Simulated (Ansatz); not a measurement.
Crystal: LiY3.

```
Y Li
1.0
    -2.36719    2.36719    5.32664
     2.36719   -2.36719    5.32664
     2.36719    2.36719   -5.32664
Y Li
3 1
Cartesian
  0.0000 0.0000 5.3266
  2.3672 0.0000 2.6633
  0.0000 2.3672 2.6633
  0.0000 0.0000 0.0000
```

The cell comes from a database or a generator and needn't be the stable form of this composition.

Base run:

* Program: Ansatz 0.2.0
* Functional: PBE
* Potentials or basis: Ansatz PAW
* Cutoff: 420 eV
* Density cutoff: 1680 eV
* k mesh: 6 × 6 × 6
* Occupations: fermi-dirac, width 0.05 eV
* Spin: no spin polarisation
* Hubbard terms: Y d U = 5 eV

Its results: band gap on the k mesh none (metal or under the smearing width); pressure 7.5 GPa.

Q: The run is repeated on the same cell with these changes: hubbard terms from Y d U = 5 eV to Y d U = 8 eV. What comes out?

A: Band gap on the k mesh none (metal or under the smearing width); pressure 12.9 GPa.

Caveats: U without spin polarisation on a metal has little footing; the U is typed as a test and isn't derived for this compound.

Not every run made on this cell is shown here.
